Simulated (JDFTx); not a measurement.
# HfB (Fm-3m) in JDFTx: further runs

Runs on HfB. Level: PBE+D3(BJ)+U. Tasks: relaxation of the atoms.

Program: JDFTx 1.7.0 (patched build). These are calculated values, not measurements. Logs are shortened: lines on timing, memory, paths and dates and some standing lists are left out, and cuts for length are marked. The log counts tension as positive stress, the text compression.

## Step 1: The undisturbed crystal

Symmetry: Fm-3m, No. 225, cubic system. The conventional cell has a = 4.620 Å, b = 4.620 Å, c = 4.620 Å, α = 90.00°, β = 90.00°, γ = 90.00°. Hf (site symmetry m-3m) is surrounded by 6 B at 2.31 Å. B (site symmetry m-3m) has 6 Hf at 2.31 Å as nearest neighbours.

## Step 2: Relaxation of the atoms, PBE+D3(BJ)+U (relaxed cell strained by 0.01 in Voigt component 4)

HfB.in

```
lattice \
    0.0000000000     4.5332499975     4.5332499975 \
    4.5559162476     0.0226662501     4.5332499975 \
    4.5559162476     4.5332499975     0.0226662501
coords-type Lattice
ion Hf     0.5000000000     0.5000000000     0.5000000000 1
ion B      0.0000000000     0.0000000000     0.0000000000 1

ion-species pseudo/Hf.upf
ion-species pseudo/B.upf
elec-cutoff 43 344
elec-ex-corr gga-PBE
van-der-waals D3BJ
kpoint-folding 5 5 5
elec-smearing MP1 0.00091873305
elec-n-bands 21
add-U Hf d 0.146997
electronic-SCF nIterations 100 energyDiffThreshold 1e-10
electronic-minimize nIterations 30 energyDiffThreshold 1e-7
forces-output-coords Cartesian
ionic-minimize nIterations 20 energyDiffThreshold 1e-8 knormThreshold 2e-5

dump-name run.$VAR
dump End Ecomponents EigStats BandEigs Kpoints Forces Stress ElecDensity Dtot KEdensity
```

Potentials or basis: Ansatz-NC-SR-PBE with smoothed tails.

On the command line:

```console
> jdftx -c 1 -i HfB.in -o HfB.out
```

Output:

```text
[... set-up lines left out ...]
LCAOMinimize: Iter:   0  F: -247.1513362377172029  |grad|_K:  4.617e-03  alpha:  1.000e+00
	FillingsUpdate:  mu: +0.670172813  nElectrons: 29.000000
LCAOMinimize: Iter:   1  F: -247.2097838759628132  |grad|_K:  3.163e-04  alpha:  4.515e-01  linmin:  1.871e-01  cgtest: -8.725e-01
	FillingsUpdate:  mu: +0.670003935  nElectrons: 29.000000
[... 7 lines of inner loops ...]
LCAOMinimize: Iter:   5  F: -247.2101683682222131  |grad|_K:  1.516e-06  alpha:  1.244e+00  linmin: -2.519e-04  cgtest:  2.477e-01
	FillingsUpdate:  mu: +0.671410826  nElectrons: 29.000000
LCAOMinimize: Iter:   6  F: -247.2101683787685147  |grad|_K:  6.760e-07  alpha:  7.029e-01  linmin:  4.530e-05  cgtest: -7.837e-03
LCAOMinimize: Converged (|Delta F|<1.000000e-06 for 2 iters).

Computing DFT-D3 correction:
# coordination-number Hf 15.296
# coordination-number B 5.823
# diagonal-C6 Hf 420.98
# diagonal-C6 B 28.03
EvdW_6 =   -0.013585
EvdW_8 =   -0.012547

-------- Electronic minimization -----------
Will mix electronic density at each iteration.
	FillingsUpdate:  mu: +0.671410826  nElectrons: 29.000000
	FillingsUpdate:  mu: +0.668767913  nElectrons: 29.000000
SCF: Cycle:  0   F: -247.239648898592179   dF: -2.948e-02   |Residual|: 2.331e-02   |deigs|: 2.713e-02
	FillingsUpdate:  mu: +0.666931036  nElectrons: 29.000000
SCF: Cycle:  1   F: -247.240151381289593   dF: -5.025e-04   |Residual|: 1.399e-02   |deigs|: 3.270e-03
	FillingsUpdate:  mu: +0.666011440  nElectrons: 29.000000
SCF: Cycle:  2   F: -247.240210444076297   dF: -5.906e-05   |Residual|: 6.491e-03   |deigs|: 2.106e-03
	FillingsUpdate:  mu: +0.666005400  nElectrons: 29.000000
SCF: Cycle:  3   F: -247.240214119934052   dF: -3.676e-06   |Residual|: 1.386e-03   |deigs|: 6.760e-04
	FillingsUpdate:  mu: +0.665978362  nElectrons: 29.000000
SCF: Cycle:  4   F: -247.240214634497306   dF: -5.146e-07   |Residual|: 3.486e-04   |deigs|: 9.751e-05
	FillingsUpdate:  mu: +0.665989950  nElectrons: 29.000000
SCF: Cycle:  5   F: -247.240214766175598   dF: -1.317e-07   |Residual|: 8.364e-05   |deigs|: 9.581e-05
	FillingsUpdate:  mu: +0.665992928  nElectrons: 29.000000
SCF: Cycle:  6   F: -247.240214803503505   dF: -3.733e-08   |Residual|: 4.868e-05   |deigs|: 4.399e-05
	FillingsUpdate:  mu: +0.665989997  nElectrons: 29.000000
SCF: Cycle:  7   F: -247.240214815347173   dF: -1.184e-08   |Residual|: 2.371e-05   |deigs|: 4.094e-05
	FillingsUpdate:  mu: +0.665991856  nElectrons: 29.000000
SCF: Cycle:  8   F: -247.240214819649140   dF: -4.302e-09   |Residual|: 1.119e-05   |deigs|: 3.676e-05
	FillingsUpdate:  mu: +0.665992087  nElectrons: 29.000000
SCF: Cycle:  9   F: -247.240214821180871   dF: -1.532e-09   |Residual|: 2.777e-06   |deigs|: 3.104e-05
	FillingsUpdate:  mu: +0.665992420  nElectrons: 29.000000
SCF: Cycle: 10   F: -247.240214821739613   dF: -5.587e-10   |Residual|: 2.099e-06   |deigs|: 2.702e-05
	FillingsUpdate:  mu: +0.665992220  nElectrons: 29.000000
SCF: Cycle: 11   F: -247.240214821945244   dF: -2.056e-10   |Residual|: 7.266e-07   |deigs|: 2.331e-05
	FillingsUpdate:  mu: +0.665992228  nElectrons: 29.000000
SCF: Cycle: 12   F: -247.240214822016640   dF: -7.140e-11   |Residual|: 3.658e-07   |deigs|: 1.782e-05
	FillingsUpdate:  mu: +0.665992202  nElectrons: 29.000000
SCF: Cycle: 13   F: -247.240214822046852   dF: -3.021e-11   |Residual|: 4.095e-07   |deigs|: 1.480e-05
SCF: Converged (|Delta E|<1.000000e-10 for 2 iters).

Setting wave functions to eigenvectors of Hamiltonian

Computing DFT-D3 correction:
# coordination-number Hf 15.296
# coordination-number B 5.823
# diagonal-C6 Hf 420.98
# diagonal-C6 B 28.03
EvdW_6 =   -0.013585
EvdW_8 =   -0.012547
WARNING: the partial cores' own exchange and correlation, taken off the total, pulls at atoms by up to 0.0e+00 Eh/a0
   and adds -6.417 GPa to the pressure: cores overlap, or the grid is coarse for them. See exc-core.

# Stress tensor in Cartesian coordinates [Eh/a0^3]:
[  0.000410393            0            0  ]
[            0  0.000308513 -0.000129909  ]
[            0 -0.000129909  0.000308513  ]

# Ionic positions in lattice coordinates:
ion Hf   0.500000000000000   0.500000000000000   0.500000000000000 1
ion B   0.000000000000000   0.000000000000000   0.000000000000000 1

# Forces in Cartesian coordinates:
force Hf  -0.000000000000000   0.000000000000000   0.000000000000000 1
force B   0.000000000000000   0.000000000000000   0.000000000000000 1

# Energy components:
   Eewald =     -182.5752218793749080
       EH =       77.9825158168599870
     Eloc =     -220.0089207061474781
      Enl =      -46.6122463891863248
     EvdW =       -0.0261320958167913
      Exc =      -38.9200251411504610
 Exc_core =       21.6816678520268873
       KE =      141.0654209951731843
        U =        0.1727521806714707
-------------------------------------
     Etot =     -247.2401893669444632
       TS =        0.0000254551023908
-------------------------------------
        F =     -247.2402148220468519

IonicMinimize: Iter:   0  F: -247.240214822046852  |grad|_K:  0.000e+00
IonicMinimize: Converged (|grad|_K<2.000000e-05).

#--- Lowdin population analysis ---
# oxidation-state Hf +0.607
# oxidation-state B -0.580

Dumping 'run.eigStats' ...
	eMin: -1.549139 at state 20 ( [ +0.400000 +0.000000 +0.400000 ] spin 0 )
	HOMO: +0.665596 at state 11 ( [ +0.200000 +0.000000 +0.400000 ] spin 0 )
	mu  : +0.665992
	LUMO: +0.666909 at state 19 ( [ +0.400000 +0.000000 +0.200000 ] spin 0 )
	eMax: +1.157141 at state 10 ( [ +0.200000 +0.000000 +0.200000 ] spin 0 )
	HOMO-LUMO gap: +0.001313
	Optical gap  : +0.012050 at state 1 ( [ +0.000000 +0.000000 +0.200000 ] spin 0 )
Done!
```

It took 72 s on 1 thread of Arm Neoverse V2, shared host; peak memory 0.11 GiB.

What came out:

```
Free energy            : -6727.7490 eV
Band gap on the k mesh : none (metal or under the smearing width)
Loewdin charges        : Hf +0.61; B -0.58 e
```

Final structure:
```yaml
crystal:
  lattice:
    - [0.00000, 2.41089, 2.41089]
    - [2.39889, 0.01199, 2.39889]
    - [2.39889, 2.39889, 0.01199]
  atoms:
    - { symbol: Hf, position: [0.50000, 0.50000, 0.50000] }
    - { symbol: B, position: [0.00000, 0.00000, 0.00000] }
```

Caveat: the k mesh is coarse (spacing up to 0.46 Å⁻¹), so the values aren't converged; the relaxation stopped at its first step, so nothing moved; the cores' own exchange energy is taken off the total, which shifts forces and pressure where cores overlap; U without spin polarisation on a metal has little footing; pairwise dispersion overbinds metals, which lowers pressure and volume; the U is typed as a test and isn't derived for this compound.

## Step 3: Relaxation of the atoms, PBE+D3(BJ)+U (relaxed cell strained by -0.01 in Voigt component 4)

Changes to HfB.in since step 2:

```diff
@@ -2,4 +2,4 @@
     0.0000000000     4.5332499975     4.5332499975 \
-    4.5559162476     0.0226662501     4.5332499975 \
-    4.5559162476     4.5332499975     0.0226662501
+    4.5105837474    -0.0226662501     4.5332499975 \
+    4.5105837474     4.5332499975    -0.0226662501
 coords-type Lattice
```

Potentials or basis: Ansatz-NC-SR-PBE with smoothed tails.

On the command line:

```console
> jdftx -c 1 -i HfB.in -o HfB.out
```

Wall time 80 s (1 thread of Arm Neoverse V2, shared host); peak memory 0.13 GiB.

Results (log left out):

- Free energy: -6727.7490 eV
- Band gap on the k mesh: none (metal or under the smearing width)
- Loewdin charges: Hf +0.61; B -0.58 e

Final structure:
```
Hf B
1.0
     0.00000    2.38690    2.38690
     2.39889   -0.01199    2.39889
     2.39889    2.39889   -0.01199
Hf B
1 1
Direct
  0.50000 0.50000 0.50000
  0.00000 0.00000 0.00000
```

Levels at points of the mesh, in eV from the Fermi level:
```
           k point  band 13  band 14  band 15  band 16  band 17  band 18
(0.00, 0.00, 0.00)     2.10     2.18     2.25     3.35     3.36     3.67
```

Caveat: the k mesh is coarse (spacing up to 0.46 Å⁻¹), so the values aren't converged; the relaxation stopped at its first step, so nothing moved; the cores' own exchange energy is taken off the total, which shifts forces and pressure where cores overlap; U without spin polarisation on a metal has little footing; pairwise dispersion overbinds metals, which lowers pressure and volume; the U is typed as a test and isn't derived for this compound. The run has no spin-orbit coupling, so splittings on Hf are missing.
